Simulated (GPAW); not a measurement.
## HfGe in GPAW: convergence with density grid spacing (A)

The system is HfGe.

```
Hf Ge
1.0
     3.50084    0.00000    0.00000
     0.00000    3.50084    0.00000
     0.00000    0.00000    3.50084
Hf Ge
1 1
Direct
  0.00000 0.00000 0.00000
  0.50000 0.50000 0.50000
```

The cell was built by a generator and needn't be a form met in nature.

```yaml
Program: GPAW 26.7.0
Task: convergence study
Functional: RPBE
Potentials_or_basis: the program's PAW data sets (release 1.2.1) made for this functional
Cutoff: 600 eV
Basis: pw
Grid_spacing: 0.24 Å
k_mesh: 8 × 8 × 8
Occupations: fermi-dirac, width 0.05 eV
Spin: no spin polarisation
```

These are the settings of the first run; the series varies density grid spacing (A), with any setting tied to it.

Hardware: 1 thread of Arm Neoverse V1, on a shared host.

```csv
density grid spacing (A),"energy less the tightest run, at zero smearing (meV/atom)",SCF cycles,CPU time (s),peak memory (GiB)
0.24,0.48,9,10,0.15
0.2,0.03,9,14,0.15
0.17,0.00,9,17,0.16
0.15,0.00,9,20,0.16
0.13,0.00,9,27,0.17
0.11,0.00,9,27,0.2
0.09,0.00,9,65,0.26
```

Against the tightest run, the energy stays within 1 meV/atom from 0.24 on. The tightest run that finished is the yardstick and may itself not be fully converged.

The run has no spin-orbit coupling, so splittings on Hf are missing.
